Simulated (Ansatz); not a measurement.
# BeB: the cost of one run

Program: Ansatz 0.2.0. Level of theory: DFT PBE, scalar-relativistic, plane waves, PAW. These are calculated values, not measurements.

## (1) Starting point

Symmetry: R3m, No. 160, trigonal system. Conventional cell: a = 2.803 Å, b = 2.803 Å, c = 6.824 Å, α = 90.00°, β = 90.00°, γ = 120.00°. Be (site symmetry 3m) is surrounded by 4 B at 1.27 to 1.91 Å. B (site symmetry 3m) has 4 Be at 1.27 to 1.91 Å in its first shell of neighbours.

As a file:

```
Be B
1.0
     1.40127    0.80902    2.27476
    -1.40127    0.80902    2.27476
     0.00000   -1.61804    2.27476
Be B
1 1
Direct
  0.03211 0.03211 0.03211
  0.21789 0.21789 0.21789
```

Recipe of the guess: ZnS type (F-43m) distorted into a subgroup (R3m, No. 160). The dimensions are guesses.

## (2) The guess as it stands, on a coarse mesh

Contents of input.yaml:

```yaml
crystal:
  lattice:
    - [1.4012667, 0.80902171, 2.27475864]
    - [-1.4012667, 0.80902171, 2.27475864]
    - [0.0, -1.61804341, 2.27475864]
  atoms:
    - { symbol: Be, position: [0.0321108, 0.0321108, 0.0321108] }
    - { symbol: B, position: [0.2178892, 0.2178892, 0.2178892] }
basis:
  ecutwfc: 420
kpoints:
  mp_grid: { grid: [6, 6, 6] }
hamiltonian:
  xc: pbe
scf:
  occupations: { method: gaussian, width: 0.1 }
  lower_state_search: "off"
output:
  forces: true
  stress: true
  eigenvalues: true
```

Started as:

```
ansatz run input.yaml --threads 1 --pin off --max-ram 2560MiB --backend cpu --events-out ev --progress --plain --runs-dir out
```

Q: Estimate wall time and peak memory on 1 thread of Intel Xeon at 2.50GHz (Skylake/Cascade Lake), shared host.

About 1.4 s, with a peak of 0.27 GiB.
